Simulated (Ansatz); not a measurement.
**GeH3 radical (SMILES [GeH3]): one structure at several levels**

Aim: energy, forces and dipole at a structure displaced at random from a GFN2-xTB minimum, from CCSD(T) and from density functionals.

Computed with Ansatz 0.2.0, Gaussian basis. Level: single points in def2-TZVPP.

Cores are frozen in the correlated methods. Filled d shells of the heavier atoms are correlated. Orbitals are unrestricted.

## 1. Starting geometry

SMILES `[GeH3]`, 4 atoms, charge 0, spin multiplicity 2.

Atoms are counted from 1 here; the program's logs count them from 0.

Bond lengths: Ge1–H2 1.551 Å, Ge1–H3 1.546 Å, Ge1–H4 1.556 Å. Angles: H2–Ge1–H3 102.6°, H2–Ge1–H4 104.8°, H3–Ge1–H4 101.3°.

Geometry (Å):

```xyz
4

Ge    0.3064   -0.1724   -0.3501
H     0.9678    0.1074    1.0249
H    -0.8797   -1.0892    0.0274
H    -0.4311    1.1487   -0.7127
```

## 2. CCSD(T)/def2-TZVPP

Input file run/in.yaml:

```yaml
crystal:
  periodic: [false, false, false]
  atoms:
    - {symbol: Ge, position_ang: [0.306400, -0.172400, -0.350100]}
    - {symbol: H, position_ang: [0.967800, 0.107400, 1.024900]}
    - {symbol: H, position_ang: [-0.879700, -1.089200, 0.027400]}
    - {symbol: H, position_ang: [-0.431100, 1.148700, -0.712700]}
basis:
  gaussian: {orbitals: def2-TZVPP}
magnetization: {spin_polarized: true, initial_magnetization: 1}
correlation: {method: ccsd_t}
scf: {omitted_lower_state_checks: [cluster_reference]}
output: {forces: true}
```

No record of the launch command was kept for these runs.

## 3. PBE0-D4/def2-TZVPP

Edit run/in.yaml of step 2 so:

```diff
@@ -10,4 +10,3 @@
 magnetization: {spin_polarized: true, initial_magnetization: 1}
-correlation: {method: ccsd_t}
-scf: {omitted_lower_state_checks: [cluster_reference]}
-output: {forces: true}
+hamiltonian: {xc: pbe0, dispersion: d4}
+output: {forces: true, orbitals: {seedname: orbitals}}
```

## 4. wB97M-V/def2-TZVPP

Edit run/in.yaml of step 3 so:

```diff
@@ -10,3 +10,3 @@
 magnetization: {spin_polarized: true, initial_magnetization: 1}
-hamiltonian: {xc: pbe0, dispersion: d4}
-output: {forces: true, orbitals: {seedname: orbitals}}
+hamiltonian: {xc: {name: wB97M-V}}
+output: {forces: true}
```

## 5. r2SCAN-D4/def2-TZVPP

Edit run/in.yaml of step 4 so:

```diff
@@ -10,3 +10,3 @@
 magnetization: {spin_polarized: true, initial_magnetization: 1}
-hamiltonian: {xc: {name: wB97M-V}}
+hamiltonian: {xc: r2scan, dispersion: d4}
 output: {forces: true}
```

## 6. PBE-D4/def2-TZVPP

Edit run/in.yaml of step 5 so:

```diff
@@ -10,3 +10,3 @@
 magnetization: {spin_polarized: true, initial_magnetization: 1}
-hamiltonian: {xc: r2scan, dispersion: d4}
+hamiltonian: {xc: pbe, dispersion: d4}
 output: {forces: true}
```

## 7. wB97X-V/def2-TZVPP

Edit run/in.yaml of step 6 so:

```diff
@@ -10,3 +10,3 @@
 magnetization: {spin_polarized: true, initial_magnetization: 1}
-hamiltonian: {xc: pbe, dispersion: d4}
+hamiltonian: {xc: {name: wB97X-V}}
 output: {forces: true}
```

## 8. LC-wPBE/def2-TZVPP

Edit run/in.yaml of step 7 so:

```diff
@@ -10,3 +10,3 @@
 magnetization: {spin_polarized: true, initial_magnetization: 1}
-hamiltonian: {xc: {name: wB97X-V}}
+hamiltonian: {xc: {name: LC-wPBE}}
 output: {forces: true}
```

(Steps that only read results are left out.)

Q: Predict the outcome of this session. Wanted: energy less free atoms, CCSD(T)/def2-TZVPP; RMS force component; RMS force error; HOMO and LUMO, PBE0-D4; T1 diagnostic.

As calculated:

| quantity | value |
| --- | --- |
| energy less free atoms, CCSD(T)/def2-TZVPP | -848.1 kJ/mol |
| RMS force component | 0.343 to 0.520 eV/Å over the methods |
| RMS force error | PBE0-D4 0.082, wB97M-V 0.034, r2SCAN-D4 0.046, PBE-D4 0.209, wB97X-V 0.041, LC-wPBE 0.068 eV/Å |
| HOMO and LUMO, PBE0-D4 | -6.94 and -3.35 eV |
| T1 diagnostic | 0.013 |

What this shows: Against CCSD(T) the functionals' energies less atoms differ by -14.0 to +13.0 kJ/mol, PBE-D4 by +13.0 kJ/mol. A larger basis would deepen the CCSD(T) value, while the functionals are nearly converged already, so the order here is not reliable. For forces wB97M-V does best and PBE-D4 worst. Frozen-core CCSD(T) forces in triple zeta carry basis errors of their own, and this is one geometry, so small gaps rank nothing.
